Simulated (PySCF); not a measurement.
**CH7ClO3Si2: a tour of settings, part 1 of 2**

Which settings matter for CH7ClO3Si2 (`O[SiH](O)O[SiH2]CCl`)?

The runs use PySCF 2.14.0, with density-fitted response routines of our own; the level of theory stands in each step. All values are computed, except where a source is named. Atoms count from 0, in the outputs and in this text.

1 further run of the same task is left out (for a known fault of the program).

### 1 Starting geometry

14 atoms, charge 0, multiplicity 1; geometry from: GFN2-xTB.

Bonds of the start (Å): O0–Si1 1.62, Si1–O2 1.62, Si1–O3 1.62, O3–Si4 1.62, Si4–C5 1.91, C5–Cl6 1.78, O0–H7 0.95, Si1–H8 1.45, O2–H9 0.95, Si4–H10 1.46, Si4–H11 1.46, C5–H12 1.09, C5–H13 1.09.

### 2 Nuclear shieldings: HSE06/def2-SVP

The job: settings as JSON, then the geometry in Å.

```
{"job": {"kind": "nmr", "xc": "HSE06", "basis": "def2-SVP", "pop": true}, "charge": 0, "multiplicity": 1}
O     -1.432753     0.273204    -1.507735
Si    -1.501109    -0.887260    -0.385562
O     -2.812602    -0.590707     0.523942
O     -0.158214    -0.822880     0.521765
Si     1.306404    -0.251274     0.892922
C      1.714811     1.210938    -0.264808
Cl     3.404166     1.737898    -0.045593
H     -2.238739     0.694135    -1.793902
H     -1.515110    -2.213813    -0.972961
H     -2.935571    -1.041326     1.353739
H      2.245884    -1.346860     0.674345
H      1.224118     0.208279     2.278413
H      1.094501     2.084022    -0.071880
H      1.603536     0.945171    -1.314458
```

Level: GIAO HSE06/def2-SVP NMR shielding, non-relativistic, gas phase.

Started as:

```console
OMP_NUM_THREADS=1 python probes_run.py task.json out
```

This one command runs all jobs of the session in turn.

Log:

```text
coarse grid: 13560 points
cycle   1  E = -1305.7857389215  dE =  8.835e-01  |g| = 1.153e+00  |ddm| = 3.768e+00
cycle   2  E = -1305.4498424508  dE =  3.359e-01  |g| = 1.740e+00  |ddm| = 2.275e+00
cycle   3  E = -1306.0260396246  dE = -5.762e-01  |g| = 1.138e-01  |ddm| = 1.561e+00
cycle   4  E = -1306.0279187320  dE = -1.879e-03  |g| = 7.198e-02  |ddm| = 1.640e-01
cycle   5  E = -1306.0288895712  dE = -9.708e-04  |g| = 1.425e-02  |ddm| = 6.213e-02
cycle   6  E = -1306.0289308832  dE = -4.131e-05  |g| = 2.095e-03  |ddm| = 1.703e-02
cycle   7  E = -1306.0289327712  dE = -1.888e-06  |g| = 3.318e-04  |ddm| = 3.259e-03
final grid: 118040 points
cycle   8  E = -1306.2055768660  dE = -2.689e-05  |g| = 4.061e-03  |ddm| = 2.077e-02
cycle   9  E = -1306.2055728501  dE =  4.016e-06  |g| = 5.583e-03  |ddm| = 8.427e-03
cycle  10  E = -1306.2055806568  dE = -7.807e-06  |g| = 4.474e-04  |ddm| = 5.356e-03
cycle  11  E = -1306.2055807041  dE = -4.730e-08  |g| = 1.609e-04  |ddm| = 5.658e-04
cycle  12  E = -1306.2055807086  dE = -4.465e-09  |g| = 6.208e-05  |ddm| = 1.664e-04
cycle  13  E = -1306.2055807093  dE = -7.710e-10  |g| = 8.076e-06  |ddm| = 5.831e-05
converged SCF energy = -1306.2055807093

GIAO shielding tensors (ppm)
atom      isotropic    diamagn.    paramagn.     s11        s22        s33       span
  0 O      299.792     385.155     -85.363    278.194    286.697    334.485     56.291
  1 Si     476.036     884.853    -408.817    467.223    469.941    490.943     23.721
  2 O      289.151     384.958     -95.807    264.397    278.830    324.225     59.828
  3 O      268.682     395.591    -126.909    240.818    271.842    293.385     52.567
  4 Si     445.871     881.807    -435.936    427.984    435.905    473.723     45.739
  5 C      167.000     250.376     -83.376    143.433    151.811    205.758     62.325
  6 Cl    1005.891    1143.740    -137.849    910.303    977.248   1130.121    219.818
  7 H       29.990      30.588      -0.597     21.733     24.414     43.824     22.090
  8 H       27.325      30.498      -3.174     23.570     24.527     33.878     10.308
  9 H       29.929      31.160      -1.231     22.200     24.495     43.092     20.892
 10 H       26.818      29.680      -2.862     22.766     26.228     31.458      8.692
 11 H       26.789      30.120      -3.331     22.747     25.965     31.655      8.908
 12 H       28.726      31.947      -3.221     22.382     28.665     35.130     12.748
 13 H       28.709      31.896      -3.187     22.047     28.321     35.758     13.711
```

Wall time 39 s (1 thread of Arm Neoverse V1, shared host); peak memory 0.79 GiB.

The references, computed at this level on geometries of the same kind, shield at (ppm): 1H TMS 31.80, 13C TMS 195.6, 29Si TMS 402.9, 17O H2O 344.3. Their shielding less the atom's gives the shift. The references are single molecules in the gas phase, so shifts against H2O, NH3, PH3, H3PO4 or CFCl3 are not on the usual liquid scales and can be off by tens of ppm. Atoms listed in one row are averaged.

```csv
atoms,environment,σ (ppm),δ (ppm)
C5,sp3 CH2 bonded to Cl and Si,167.0,28.6
"H10, H11","hydrogen on a silicon bonded to C, O",26.80,5.00
H8,hydrogen on a silicon bonded to 3 O,27.32,4.48
"H12, H13",hydrogen on an sp3 CH2 bonded to Cl and Si,28.72,3.09
"H7, H9",hydrogen on an oxygen bonded to Si,29.96,1.84
O3,oxygen bonded to 2 Si,268.7,75.7
"O0, O2","oxygen bonded to Si, H",294.5,49.9
Si4,"silicon bonded to C, O, 2 H",445.9,-42.9
Si1,"silicon bonded to 3 O, H",476.0,-73.1
Cl6,chlorine bonded to C,1006,–
```

The run also stored atomic charges by several schemes (e):

```csv
atoms,Mulliken,IAO,Hirshfeld,ESP fit
"O0, O2",-0.40,-0.79,-0.31,-0.71
Si1,0.84,1.48,0.50,1.00
O3,-0.55,-0.88,-0.29,-0.49
Si4,0.71,1.03,0.40,0.63
C5,-0.28,-0.54,-0.13,-0.40
Cl6,-0.18,-0.10,-0.07,-0.14
```

Mayer bond orders: O0–Si1 1.17, Si1–O2 1.17, Si1–O3 1.05, O3–Si4 1.04, Si4–C5 0.90, C5–Cl6 0.95.

Orbitals, density, ELF and potential are computed afterwards from the orbital file.

Frontier orbitals at HSE06/def2-SVP, with the share of their density that lies nearest to each atom:

```csv
orbital,energy (eV),lies on
HOMO,-7.32,Cl6 60 %; C5 15 %; Si4 7 %
LUMO,0.31,Cl6 18 %; Si4 14 %; C5 12 %
```

ELF in a plane through or near 7 of the atoms.

Values, 10 rows by 14 columns:
```
0.00 0.00 0.00 0.00 0.00 0.00 0.00 0.00 0.00 0.00 0.00 0.00 0.00 0.00
0.00 0.00 0.00 0.00 0.00 0.00 0.00 0.00 0.00 0.00 0.00 0.00 0.00 0.00
0.00 0.00 0.00 0.00 0.04 0.16 0.09 0.02 0.01 0.00 0.00 0.00 0.00 0.00
0.00 0.00 0.01 0.01 0.10 0.14 0.08 0.77 0.57 0.03 0.07 0.00 0.00 0.00
0.00 0.06 0.63 0.66 0.08 0.36 0.17 0.24 0.78 0.38 0.43 0.10 0.00 0.00
0.00 0.20 0.78 0.26 0.64 0.86 0.20 0.33 0.08 0.22 0.51 0.16 0.00 0.00
0.00 0.23 0.86 0.83 0.45 0.90 0.13 0.49 0.71 0.60 0.02 0.00 0.00 0.00
0.00 0.00 0.33 0.22 0.02 0.46 0.02 0.56 0.75 0.93 0.24 0.00 0.00 0.00
0.00 0.00 0.00 0.00 0.00 0.00 0.00 0.00 0.02 0.22 0.00 0.00 0.00 0.00
0.00 0.00 0.00 0.00 0.00 0.00 0.00 0.00 0.00 0.00 0.00 0.00 0.00 0.00
```
The map spans 12.8 Å across and 9.5 Å up, centred on the molecule. Atoms in the plane (x, y in Å): O0 (1.4, -1.6), Si1 (1.7, 0.0), O3 (0.4, 0.9), Si4 (-1.2, 1.1), C5 (-2.0, -0.6), Cl6 (-3.8, -0.5), H7 (2.0, -2.2).

On the surface of density 0.002 e/bohr³ the electrostatic potential runs, from the 1st to the 99th percentile, from -0.95 V near O0 to 2.50 V near H9.

### 3 Ultraviolet spectrum: PBE0/def2-SVPD

Settings changed since step 2:

```diff
@@ -1,2 +1,2 @@
-{"job": {"kind": "nmr", "xc": "HSE06", "basis": "def2-SVP", "pop": true}, "charge": 0, "multiplicity": 1}
+{"job": {"kind": "uv", "xc": "PBE0", "basis": "def2-SVPD", "nstates": 3, "ntriplets": 5, "tda": false}, "charge": 0, "multiplicity": 1}
 O     -1.432753     0.273204    -1.507735
```

With the program's defaults for keys left out, this is: TDDFT PBE0/def2-SVPD, vertical, gas phase, core orbitals frozen in the response.

Log:

```text
coarse grid: 13560 points
cycle   1  E = -1305.7882829758  dE =  8.500e-01  |g| = 1.087e+00  |ddm| = 6.057e+00
cycle   2  E = -1305.4958609623  dE =  2.924e-01  |g| = 1.638e+00  |ddm| = 2.843e+00
cycle   3  E = -1306.0049880517  dE = -5.091e-01  |g| = 8.828e-02  |ddm| = 1.681e+00
cycle   4  E = -1306.0062682359  dE = -1.280e-03  |g| = 5.291e-02  |ddm| = 2.259e-01
cycle   5  E = -1306.0068100546  dE = -5.418e-04  |g| = 1.442e-02  |ddm| = 6.378e-02
cycle   6  E = -1306.0068495081  dE = -3.945e-05  |g| = 2.231e-03  |ddm| = 1.984e-02
cycle   7  E = -1306.0068507442  dE = -1.236e-06  |g| = 4.221e-04  |ddm| = 5.304e-03
final grid: 118040 points
cycle   8  E = -1306.1752009576  dE = -2.274e-05  |g| = 8.748e-03  |ddm| = 8.371e-02
cycle   9  E = -1306.1751844548  dE =  1.650e-05  |g| = 1.274e-02  |ddm| = 2.257e-02
cycle  10  E = -1306.1752160761  dE = -3.162e-05  |g| = 6.540e-04  |ddm| = 1.309e-02
cycle  11  E = -1306.1752161652  dE = -8.912e-08  |g| = 2.245e-04  |ddm| = 1.160e-03
cycle  12  E = -1306.1752161734  dE = -8.223e-09  |g| = 7.476e-05  |ddm| = 2.715e-04
cycle  13  E = -1306.1752161746  dE = -1.151e-09  |g| = 1.299e-05  |ddm| = 1.082e-04
cycle  14  E = -1306.1752161746  dE = -4.343e-11  |g| = 2.910e-06  |ddm| = 3.243e-05
converged SCF energy = -1306.1752161746

Static polarisability (au): isotropic 84.993, principal 73.461 79.955 101.562

Singlet excitations
state   eV       nm        f      main configurations
  1   6.5879    188.2   0.01676   H->L 0.71, H->L+1 0.23
  2   7.0879    174.9   0.00424   H-1->L 0.65, H-1->L+1 0.24
  3   7.3370    169.0   0.00119   H->L+1 0.41, H->L+3 0.28, H->L+2 0.21

Triplet excitations (Tamm-Dancoff, eV): 5.9963 6.4621 7.0611 7.2372 7.2769
```

It took 45 s on 1 thread of Arm Neoverse V1, shared host; peak memory 0.9 GiB.

The orbitals next to the gap, with their largest atomic shares:

```csv
orbital,eV,atoms
HOMO−3,-9.46,"O2 25 %, O0 20 %, Si1 16 %"
HOMO−2,-8.90,"O3 31 %, Si4 19 %, H10 12 %"
HOMO−1,-8.50,"Cl6 78 %, C5 14 %"
HOMO,-8.00,"Cl6 55 %, C5 21 %, Si4 10 %"
LUMO,-0.14,"Si1 20 %, Si4 14 %, Cl6 12 %"
LUMO+1,0.37,"Cl6 17 %, O0 14 %, Si4 12 %"
LUMO+2,0.53,"O2 23 %, O0 12 %, O3 12 %"
```

With each of the 3 states as a Gaussian band of 0.4 eV half-width at 1/e, the curve within the window shown has maxima at 187 nm (ε 720) L/(mol cm). Beyond the last state computed it falls off for lack of states. The curve at chosen wavelengths:

```tsv
nm	ε (L/mol/cm)
162	54
164	86
166	125
167	147
169	194
171	244
173	299
174	329
176	394
178	469
180	548
181	587
183	656
185	703
187	720
188	715
190	678
192	612
194	525
195	478
197	382
199	292
201	214
202	181
204	125
206	83
```

Leading natural transition orbitals of singlet state 1: the hole lies on Cl6 58 %; C5 16 %; Si4 7 %; the particle on Cl6 31 %; C5 16 %; Si4 10 %.

Ground-state properties from the same run:

```csv
property,computed
dipole moment (D),2.92
polarisability (Å³),12.59
HOMO–LUMO gap (eV),7.86
−ε(HOMO) (eV),8.00
```

### 4 Spin-spin couplings: WP04/cc-pVDZ

Settings changed since step 3:

```diff
@@ -1,2 +1,2 @@
-{"job": {"kind": "uv", "xc": "PBE0", "basis": "def2-SVPD", "nstates": 3, "ntriplets": 5, "tda": false}, "charge": 0, "multiplicity": 1}
+{"job": {"kind": "j", "xc": "WP04", "basis": "cc-pVDZ", "grid": 0, "scf": {"max_cycle": 96}}, "charge": 0, "multiplicity": 1}
 O     -1.432753     0.273204    -1.507735
```

Level: WP04/cc-pVDZ indirect spin-spin coupling, non-relativistic, gas phase.

Log:

```text
final grid: 13560 points
cycle   1  E = -1322.8818980701  dE =  1.080e+00  |g| = 1.636e+00  |ddm| = 7.830e+00
cycle   2  E = -1321.9877564735  dE =  8.941e-01  |g| = 2.659e+00  |ddm| = 5.530e+00
cycle   3  E = -1323.3661619057  dE = -1.378e+00  |g| = 2.001e-01  |ddm| = 3.449e+00
cycle   4  E = -1323.3718321897  dE = -5.670e-03  |g| = 1.392e-01  |ddm| = 5.275e-01
cycle   5  E = -1323.3754996526  dE = -3.667e-03  |g| = 3.236e-02  |ddm| = 2.061e-01
cycle   6  E = -1323.3757273737  dE = -2.277e-04  |g| = 4.519e-03  |ddm| = 6.664e-02
cycle   7  E = -1323.3757332065  dE = -5.833e-06  |g| = 7.722e-04  |ddm| = 1.265e-02
cycle   8  E = -1323.3757333433  dE = -1.368e-07  |g| = 2.164e-04  |ddm| = 1.565e-03
cycle   9  E = -1323.3757333525  dE = -9.185e-09  |g| = 1.144e-04  |ddm| = 4.360e-04
cycle  10  E = -1323.3757333550  dE = -2.569e-09  |g| = 1.654e-05  |ddm| = 1.736e-04
cycle  11  E = -1323.3757333551  dE = -5.798e-11  |g| = 3.326e-06  |ddm| = 2.958e-05
converged SCF energy = -1323.3757333551

Indirect spin-spin couplings (Hz)
  i      j    bonds     total        FC       PSO       DSO        SD
  0 O    1 Si   1     -3.183     1.876    -5.423     0.074     0.290
  0 O    4 Si   3     -0.206    -0.189    -0.006    -0.006    -0.006
  0 O    7 H    1    -89.607   -77.043   -12.002    -0.562         -
  0 O    8 H    2    -11.212   -11.527     0.122     0.192         -
  0 O    9 H    3     -0.201    -0.518    -0.135     0.452         -
  0 O   12 H    5     -0.160    -0.109     0.099    -0.151         -
  0 O   13 H    5     -0.295    -0.222     0.154    -0.228         -
  1 Si   2 O    1     -6.435    -1.394    -5.378     0.072     0.266
  1 Si   3 O    1      2.428     6.863    -4.746     0.103     0.209
  1 Si   4 Si   2     -5.042    -5.290     0.139    -0.038     0.146
  1 Si   5 C    3      0.216     0.223     0.004    -0.010    -0.001
  1 Si   7 H    2     -2.039    -2.881     0.478     0.449    -0.085
  1 Si   8 H    1   -289.536  -289.616     1.177    -0.575    -0.522
  1 Si   9 H    2     -1.642    -2.518     0.503     0.463    -0.090
  1 Si  10 H    3     -2.051    -2.099    -0.092     0.171    -0.029
  1 Si  11 H    3     -1.936    -1.996    -0.103     0.200    -0.036
  2 O    4 Si   3     -0.074    -0.111     0.028    -0.027     0.036
  2 O    7 H    3      0.280     0.268     0.053    -0.042         -
  2 O    8 H    2     -8.564    -8.960     0.184     0.211         -
  2 O    9 H    1    -89.343   -76.652   -12.149    -0.542         -
  2 O   10 H    4     -0.157    -0.263    -0.062     0.168         -
  3 O    4 Si   1     -4.217    -0.137    -4.406     0.083     0.243
  3 O    5 C    2     -1.145    -1.322     0.193    -0.016         -
  3 O    7 H    3     -0.844    -1.061    -0.148     0.366         -
  3 O    8 H    2    -16.849   -17.082     0.193     0.040         -
  3 O    9 H    3      0.360     0.360     0.008    -0.008         -
  3 O   10 H    2     -7.059    -7.111    -0.001     0.052         -
  3 O   11 H    2     -7.402    -7.446    -0.003     0.047         -
  3 O   12 H    3      0.144     0.178    -0.004    -0.029         -
  3 O   13 H    3      0.089     0.152     0.010    -0.073         -
  4 Si   5 C    1    -69.314   -68.737     0.995    -0.131    -1.442
  4 Si   7 H    4      0.212     0.073    -0.179     0.313     0.006
  4 Si   8 H    3     -2.439    -2.491    -0.118     0.212    -0.042
  4 Si  10 H    1   -232.776  -233.113     1.168    -0.393    -0.439
  4 Si  11 H    1   -228.264  -228.632     1.181    -0.390    -0.423
  4 Si  12 H    2      4.000     3.995     0.101     0.009    -0.105
  4 Si  13 H    2      4.444     4.465     0.083     0.001    -0.105
  5 C   10 H    2      6.773     6.922    -0.050    -0.099         -
  5 C   11 H    2      7.470     7.620    -0.054    -0.095         -
  5 C   12 H    1    148.206   147.200    -0.014     1.019         -
  5 C   13 H    1    149.273   148.284    -0.039     1.029         -
  7 H    8 H    3     -0.924     0.289     1.091    -2.303         -
  7 H    9 H    4     -1.241    -0.189     1.663    -2.714         -
  7 H   10 H    5     -0.771    -0.006     0.844    -1.609         -
  7 H   11 H    5     -0.510     0.112     0.675    -1.297         -
  8 H    9 H    3     -1.649    -0.844     0.685    -1.490         -
  8 H   10 H    4     -0.190    -0.129     0.087    -0.148         -
  8 H   11 H    4     -0.348     0.497     0.534    -1.380         -
  8 H   12 H    5     -0.572     0.015     0.440    -1.027         -
  9 H   10 H    5     -0.530    -0.028     0.344    -0.846         -
  9 H   12 H    6     -0.242    -0.000     0.338    -0.579         -
  9 H   13 H    6     -0.482    -0.002     0.567    -1.048         -
 10 H   11 H    2     14.624    16.332     0.449    -2.157         -
 10 H   12 H    3      3.999     5.271     0.927    -2.199         -
 10 H   13 H    3     -0.134    -0.104     0.197    -0.227         -
 11 H   12 H    3      0.629     0.473     0.071     0.086         -
 11 H   13 H    3      4.001     5.248     0.908    -2.154         -
 12 H   13 H    2    -13.220   -13.518     1.877    -1.579         -
```

Wall time 23 s (1 thread of Arm Neoverse V1, shared host); peak memory 0.8 GiB.

It converged, yet the result is unsound: grid level 0 is too coarse. Its HOMO lies at -8.90 eV, against -7.32 eV in step 2 (HSE06/def2-SVP), a different level, so the two don't compare directly.

(Continued in part 2 of 2.)
